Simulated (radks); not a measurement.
# Nuclear size and the levels of K

An exercise on one series of results from a longer session: the logs are not shown, and one member is left open.

The numbers are computed with radks (a radial shooting solver on a logarithmic mesh, Libxc functionals) version 1 (Dirac Kohn-Sham, exchange-only LDA, spin-unpolarised, spherical densities, finite nucleus), except any that are marked as measured or tabulated.

## What is computed

```
element            : potassium (Z = 19)
charge             : 0
electrons          : 19
configuration      : [Ar] 4s1
nuclear rms radius : 3.4349 fm
```

Outer shells as boxes (Hund's rule):

K
```
[Ar] core
4s [↑ ]
```

The first run:

Settings of this run:

```text
Z 19
configuration [Ar] 4s1 3d0 4p0
relativity Dirac
functional lda,
spin unpolarised
j_filling average
nucleus finite rms 3.4349 fm
c 137.035999084
```

Among the steps run: rms radius 3.4349 fm.

One of the session's tables, all rows but one given; the rest of the session is left out.

It belongs to the step «rms radius 3.4349 fm». Sizes of the orbitals, from the radial functions (bohr):

| level | <r> | outermost maximum (interpolated) | 90 % within | nodes |
| --- | --- | --- | --- | --- |
| 2p1/2 | 0.3497 | 0.261 | 0.579 | 0 |
| 2p3/2 | 0.3522 | 0.263 | 0.583 | 0 |
| 3s1/2 | ? | ? | ? | ? |
| 3p1/2 | 1.439 | 1.15 | 2.26 | 1 |
| 3p3/2 | 1.448 | 1.16 | 2.27 | 1 |
| 4s1/2 | 5.173 | 4.15 | 7.97 | 3 |
| 4p1/2 | 8.104 | 6.28 | 12.8 | 2 |
| 4p3/2 | 8.148 | 6.31 | 12.9 | 2 |

Q: Estimate the row for 3s1/2 from the others.

The run gave: <r>: 1.273; outermost maximum (interpolated): 1.08; 90 % within: 1.93; nodes: 2. In the column «<r>» it lies between 2p3/2 (0.3522) and 3p1/2 (1.439).
